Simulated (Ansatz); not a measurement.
# wB97X/def2-SVPD run of Si2H3OF (SMILES F[Si]O[SiH3])

What is the energy change on altering one bond length of Si2H3OF at wB97X/def2-SVPD? 

The calculation is run with Ansatz 0.2.0.

57 further runs of the same task are left out: 57 set aside as unsound or not needed.

## Step 1: The structure to begin with

Si2H3OF has 7 atoms, charge 0, and is taken as a singlet. SMILES: `F[Si]O[SiH3]`. Geometry: relaxed at PBE0-D4/def2-TZVP. This is one conformer, not always the lowest.

Bond lengths: F1–Si2 1.617 Å, Si2–O3 1.630 Å, O3–Si4 1.657 Å, Si4–H5 1.482 Å, Si4–H6 1.483 Å, Si4–H7 1.483 Å. Angles: F1–Si2–O3 101.9°, Si2–O3–Si4 146.4°, O3–Si4–H5 107.7°, O3–Si4–H6 109.7°, O3–Si4–H7 109.7°, H5–Si4–H6 109.9°, H5–Si4–H7 109.9°, H6–Si4–H7 109.9°.

## Step 2: The energy at wB97X/def2-SVPD

job.yaml reads:

```yaml
crystal:
  periodic: [false, false, false]
  atoms:
    - {symbol: F, position_ang: [0.639300, -1.829500, 1.608700]}
    - {symbol: Si, position_ang: [-0.428700, -2.165500, 0.441500]}
    - {symbol: O, position_ang: [-0.538300, -0.736500, -0.334600]}
    - {symbol: Si, position_ang: [-0.025600, 0.837100, -0.406700]}
    - {symbol: H, position_ang: [-0.705100, 1.480700, -1.555500]}
    - {symbol: H, position_ang: [-0.385700, 1.537800, 0.850000]}
    - {symbol: H, position_ang: [1.444000, 0.875800, -0.603300]}
basis:
  gaussian:
    orbitals: def2-SVPD
hamiltonian:
  xc: {name: wB97X}
accuracy: high
output:
  orbitals: {seedname: orbitals}
```

Launch:

```console
ansatz run job.yaml --threads 1 --pin off --max-ram 3480MiB --events-out events.jsonl --progress --plain --runs-dir runs
```

Standard output:

```text
Warning: RAYON_NUM_THREADS=1 ignored (pool sized by the plan → 1); use --threads N
Functional definition: wB97X
  name "wB97X"
  parameter omega = 0.3/bohr
  parameter cx = 0.157706
  parameter cx1 = 0.726479
  parameter cx2 = 1.04760
  parameter cx3 = -5.70635
  parameter cx4 = 13.2794
  parameter css1 = -4.33879
  parameter css2 = 18.2308
  parameter css3 = -31.7430
  parameter css4 = 17.2901
  parameter cos1 = 2.37031
  parameter cos2 = -11.3995
  parameter cos3 = 6.58405
  parameter cos4 = -3.78132
  exchange = spin_sum(e_x_unif_sr(omega)*poly(b97_u_x, 1 - cx, cx1, cx2, cx3, cx4)) + cx*exact_x_sr(omega)
      + exact_x_lr(omega)
  correlation = spin_sum(e_c_pw_same_spin*poly(b97_u_same, 1, css1, css2, css3, css4))
      + integral(e_c_pw_opposite_spin*poly(b97_u_opposite, 1, cos1, cos2, cos3, cos4))
2284 factors; integrals over basis functions are off by at most 3.8e-9 eV
506 factors; integrals over basis functions are off by at most 1.7e-9 eV
mean field evaluation 1: about -20555.6057 eV, gradient 5.6e1 eV
mean field evaluation 2: about -20553.0833 eV, gradient 6.9e1 eV
mean field evaluation 4: about -20560.8874 eV, gradient 2.8e0 eV
mean field evaluation 8: about -20560.9645 eV, gradient 1.2e-1 eV
mean field evaluation 16: about -20560.9646 eV, gradient 1.4e-5 eV
mean field -20560.96456764 eV, -755.6015111386 hartree, gradient 5.7e-8 eV, S^2 0.000000; 0 other end points of the search recorded, 0 dependent functions left out
reference -20560.96456381 eV, -755.6015109977 hartree; 24, 24 occupied and 94, 94 virtual orbitals, 2284 factors
Total energy: -20560.96456381 eV, -755.6015109977 hartree
```

Wall time 31 s (1 thread of Arm Neoverse V2, shared host); peak memory 0.69 GiB.

## Step 3: The distorted shape

molecule.yaml reads:

```yaml
basis:
  gaussian:
    orbitals: def2-SVPD
crystal:
  periodic: [false, false, false]
  atoms:
    - {symbol: F, position_ang: [1.173333, -1.661490, 2.192336]}
    - {symbol: Si, position_ang: [-0.428700, -2.165500, 0.441500]}
    - {symbol: O, position_ang: [-0.538300, -0.736500, -0.334600]}
    - {symbol: Si, position_ang: [-0.025600, 0.837100, -0.406700]}
    - {symbol: H, position_ang: [-0.705100, 1.480700, -1.555500]}
    - {symbol: H, position_ang: [-0.385700, 1.537800, 0.850000]}
    - {symbol: H, position_ang: [1.444000, 0.875800, -0.603300]}
hamiltonian:
  xc: {name: wB97X}
accuracy: high
output: {orbitals: {seedname: orbitals}}
```

Launch:

```console
ansatz run molecule.yaml --threads 1 --pin off --max-ram 3480MiB --events-out events.jsonl --progress --plain --runs-dir runs
```

Standard output (excerpt; [...] marks lines left out):

```text
Warning: RAYON_NUM_THREADS=1 ignored (pool sized by the plan → 1); use --threads N
Functional definition: wB97X
  name "wB97X"
[...]
      + exact_x_lr(omega)
[...]
      + integral(e_c_pw_opposite_spin*poly(b97_u_opposite, 1, cos1, cos2, cos3, cos4))
2293 factors; integrals over basis functions are off by at most 3.7e-9 eV
531 factors; integrals over basis functions are off by at most 1.7e-9 eV
[...]
mean field -20558.57880629 eV, -755.5138360260 hartree, gradient 6.8e-8 eV, S^2 0.000000; 0 other end points of the search recorded, 0 dependent functions left out
reference -20558.57880235 eV, -755.5138358810 hartree; 24, 24 occupied and 94, 94 virtual orbitals, 2293 factors
Total energy: -20558.57880235 eV, -755.5138358810 hartree
```

It took 35 s on 1 thread of Arm Neoverse V2, shared host; peak memory 0.69 GiB.

## Step 4: Summary of results

Level: wB97X/def2-SVPD.

| quantity | value |
| --- | --- |
| first shape: total energy | -755.60151 Eh |
| first shape: HOMO energy | -10.13 eV |
| first shape: LUMO energy | 0.37 eV |
| first shape: HOMO–LUMO gap | 10.50 eV |
| distorted shape: total energy | -755.51384 Eh |
| distorted shape: HOMO energy | -10.58 eV |
| distorted shape: LUMO energy | -1.07 eV |
| distorted shape: HOMO–LUMO gap | 9.50 eV |
| energy change with the F1–Si2 bond stretched from 1.617 to 2.426 Å | 2.386 eV |

What this shows: With the F1–Si2 bond stretched from 1.617 to 2.426 Å the energy rises by 2.39 eV (55 kcal/mol). The first shape isn't relaxed at this level, so the change isn't measured from a minimum.
